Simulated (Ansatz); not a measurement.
Run this with Ansatz's Python interface and show what comes out.

The script, `h3inno_opt.py`:
```python
"""Minimum-energy structure of H3InNO."""

import itertools

import ansatz as az
from ase.data import atomic_numbers, covalent_radii
import numpy as np
import pandas as pd

config = {
    "basis_set": "def2-SVP",
    "functional": "cam_b3lyp",
}


def main() -> None:
    mol = (
        az.Crystal.molecule()
        .atom("N", [-0.9608, -0.1238, -1.092])
        .atom("In", [0.6889, -1.3244, -0.4637])
        .atom("O", [1.301, -0.0706, 1.3634])
        .atom("H", [-0.321, 0.7751, -1.1583])
        .atom("H", [-1.4479, -0.0797, -0.1746])
        .atom("H", [0.7818, 0.7595, 1.4791])
    )

    setup = (
        mol.calculation()
        .basis(gaussian=config["basis_set"])
        .functional(config["functional"])
        .spin("collinear", total=1)
    )
    symbols = [site.symbol for site in mol.cartesian_sites]
    start = np.array([site.position_ang for site in mol.cartesian_sites], dtype=float)
    def progress(event):
        if event["event"] == "relax_step":
            row = event["data"]
            print(f"step {row['step']:3d}  E = {row['lagrangian_ev']:.6f} eV  largest force component {row['allowed_force_max_ev_ang']:.4f} eV/A")


    summary = setup.relax(force_tolerance=0.01, max_steps=100).session().plan().execute(on_event=progress).report
    end = np.array(summary["positions_ang"])

    for key in ("converged", "free_energy_ev", "reference_energy_ev", "n_frozen", "n_occupied", "n_virtual"):
        print(f"{key:22s} {summary[key]}")

    # pairs closer than 1.2 times the sum of covalent radii, before or after
    radius = [covalent_radii[atomic_numbers[s]] for s in symbols]
    span = lambda where, i, j: np.linalg.norm(where[i] - where[j])
    bonded = [(i, j) for i, j in itertools.combinations(range(len(symbols)), 2) if min(span(start, i, j), span(end, i, j)) < 1.2 * (radius[i] + radius[j])]
    print("pair        before    after (A)")
    for i, j in bonded:
        print(f"{symbols[i]}{i}-{symbols[j]}{j}".ljust(10), f"{span(start, i, j):8.4f} {span(end, i, j):8.4f}")
    for first, second in list(itertools.combinations(bonded, 2)):
        shared = set(first) & set(second)
        if shared and symbols[(j := shared.pop())] != "H":
            i, k = sorted((set(first) | set(second)) - {j})
            u, v = end[i] - end[j], end[k] - end[j]
            angle = np.degrees(np.arccos(np.clip(u @ v / np.linalg.norm(u) / np.linalg.norm(v), -1, 1)))
            print(f"final angle {symbols[i]}{i}-{symbols[j]}{j}-{symbols[k]}{k}: {angle:.2f} deg")

    charges = summary["charge_distribution"]
    table = pd.DataFrame({"atom": symbols, "mulliken": charges["mulliken_charges_e"], "lowdin": charges["lowdin_charges_e"]})
    print(table.round(3).to_string())
    print("dipole (e A):", np.round(charges["dipole_moment_e_ang"], 4) + 0.0)
    with open("h3inno_opt.xyz", "w") as handle:
        handle.write(f"{len(symbols)}\nrelaxed H3InNO\n")
        handle.writelines(f"{s:2s} {x:11.6f} {y:11.6f} {z:11.6f}\n" for s, (x, y, z) in zip(symbols, end))


if __name__ == "__main__":
    main()
```

Output of `python h3inno_opt.py`:
```text
step   1  E = -8753.319893 eV  largest force component 2.2498 eV/A
step   2  E = -8753.956767 eV  largest force component 0.8359 eV/A
step   3  E = -8754.037168 eV  largest force component 1.0392 eV/A
step   4  E = -8754.108428 eV  largest force component 0.4422 eV/A
step   5  E = -8754.123390 eV  largest force component 0.4104 eV/A
step   6  E = -8754.124882 eV  largest force component 0.6436 eV/A
step   7  E = -8754.168080 eV  largest force component 0.1886 eV/A
step   8  E = -8754.219362 eV  largest force component 0.2778 eV/A
step   9  E = -8754.274668 eV  largest force component 0.4258 eV/A
step  10  E = -8754.317042 eV  largest force component 0.2267 eV/A
step  11  E = -8754.346788 eV  largest force component 0.1440 eV/A
step  12  E = -8754.372018 eV  largest force component 0.4081 eV/A
step  13  E = -8754.388072 eV  largest force component 0.1662 eV/A
step  14  E = -8754.386268 eV  largest force component 0.2582 eV/A
step  15  E = -8754.390843 eV  largest force component 0.1663 eV/A
step  16  E = -8754.391742 eV  largest force component 0.0754 eV/A
step  17  E = -8754.391775 eV  largest force component 0.0309 eV/A
step  18  E = -8754.392126 eV  largest force component 0.0580 eV/A
step  19  E = -8754.392206 eV  largest force component 0.0028 eV/A
converged              True
free_energy_ev         -8754.39231689009
reference_energy_ev    -8754.39231689009
n_frozen               0
n_occupied             [20, 19]
n_virtual              [49, 50]
pair        before    after (A)
N0-In1       2.1349   2.1100
N0-H3        1.1053   1.0246
N0-H4        1.0396   1.0222
In1-O2       2.2989   2.0163
O2-H5        0.9859   0.9672
final angle In1-N0-H3: 110.49 deg
final angle In1-N0-H4: 112.14 deg
final angle N0-In1-O2: 114.46 deg
final angle H3-N0-H4: 105.74 deg
final angle In1-O2-H5: 112.31 deg
  atom  mulliken  lowdin
0    N    -0.371   0.014
1   In     0.457   0.086
2    O    -0.489  -0.058
3    H     0.114  -0.001
4    H     0.118  -0.007
5    H     0.171  -0.033
dipole (e A): [-0.4071 -0.0159 -0.2975]
```

It writes `h3inno_opt.xyz`:
```text
6
relaxed H3InNO
N    -0.767633    0.139808   -1.004116
In    0.140322   -1.090363    0.450042
O     1.534479   -0.164203    1.574259
H    -1.398259    0.814257   -0.560102
H    -1.347246   -0.395504   -1.654071
H     1.880336    0.632104    1.147888
```

Reading the output:
- Total energies depend on the basis set; only differences at equal settings carry meaning.
- The end point is the stationary point reached from this start; no frequency run checks that it is a minimum, and the basis set is modest.
- def2 sets replace the cores of elements past krypton by effective core potentials.
- The run takes the species as open-shell (spin multiplicity 2), which needn't be its ground state.
- The Löwdin charges here are taken after orthogonalising the functions within each atom; they differ from plain Löwdin charges, and their signs can be unphysical.
- It ran for 97 s on 1 thread of Arm Neoverse V1, on a shared host, peak memory 0.32 GiB.
